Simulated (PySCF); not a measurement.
**SrCa+: from the state search to spectroscopic constants**

Aim: find the lowest electronic state of SrCa+, scan its bond at several levels of theory, and get bond length, wavenumber and dissociation energy from each curve.

Method: Sr def2-SVPD with ECP28, Ca def2-SVPD, scalar-relativistic core potentials; program: PySCF 2.14.0.

**1. Set-up**

Settings of the job:

| Property | Result |
| --- | --- |
| atoms | Sr, Ca |
| charge | 1 |
| basis | Sr def2-SVPD with ECP28, Ca def2-SVPD |
| Hamiltonian | scalar-relativistic core potentials |
| basis functions | 53 |
| electrons treated | 29 |
| masses in u | 87.9056, 39.9626 |
| levels | PBE0, PBE, r²SCAN, LDA, PW91, B2PLYP, CAM-B3LYP, HF, MP2, SCS-MP2, CCSD, CCSD(T) |
| grid | 80 radial by 434 angular points |
| occupations | held fixed by the projection of orbital angular momentum |
| dissociation limit | Sr+ + Ca, each in its ground configuration |
| starting distance in angstrom | 3.400 |
| values of 2S to try | 1, 3 |

On the command line:

```console
$ OMP_NUM_THREADS=1 python dia.py task.json out
```

The runs that follow: PBE0 along the bond; Higher solutions at PBE0; PBE; r²SCAN; LDA; PW91; B2PLYP; CAM-B3LYP (range-separated hybrid); ROHF (mean field); Adding correlation.

Before running it: what results should come out? Wanted: for each run, Re; ωe; De; μ.

**Answer**, as computed:

Lowest PBE0 solution found, without spin–orbit coupling: ²Σ⁺ (doublet), unpaired electrons σ ↑. State 3 has its PBE0 minimum 1.55 eV higher. State 4 has its PBE0 minimum 1.59 eV higher. The other levels ran on the lowest alone.

| level | Re (Å) | ωe (cm⁻¹) | De (eV) | μ (D) |
| --- | --- | --- | --- | --- |
| ROHF | 4.208 | 95.9 | 0.51 | 1.76 |
| ROHF-CCSD | 4.090 | 99.8 | 0.85 | n/a |
| ROHF-CCSD(T) | 4.086 | 100.0 | 0.88 | n/a |
| LDA | 3.940 | 106.5 | 1.17 | 2.30 |
| PBE | 4.027 | 101.2 | 1.10 | 2.28 |
| PW91 | 4.014 | 102.3 | 1.13 | 2.29 |
| r²SCAN | 4.065 | 102.2 | 1.07 | 2.32 |
| PBE0 | 4.050 | 102.0 | 1.04 | 2.28 |
| CAM-B3LYP | 4.066 | 98.4 | 0.90 | 2.37 |
| B2PLYP | 4.085 | 96.6 | 0.86 | 2.40 |

De is counted to Sr+ + Ca in their ground configurations. A positive dipole points from Sr to Ca; in an ion it is taken about the centre of mass and does not tell which atom is negative. No constants: ROHF-MP2 (the points don't follow one smooth fit); ROHF-SCS-MP2 (the points don't follow one smooth fit). ⟨S²⟩ is off the pure value of 0.75 by over a tenth at r²SCAN 0.87, B2PLYP 0.84.

**Reading.** Bond lengths run from 3.940 Å (LDA) to 4.208 Å (ROHF). CCSD(T) can't serve as the judge here: for a weak bond in this basis it is far from its limit. Among the levels with a De in the table, it runs from 0.51 eV (ROHF) to 1.17 eV (LDA).

Correlated steps freeze 5 core orbitals. B2PLYP dipoles, levels and charges come from its SCF part alone. Spin–orbit coupling is left out.
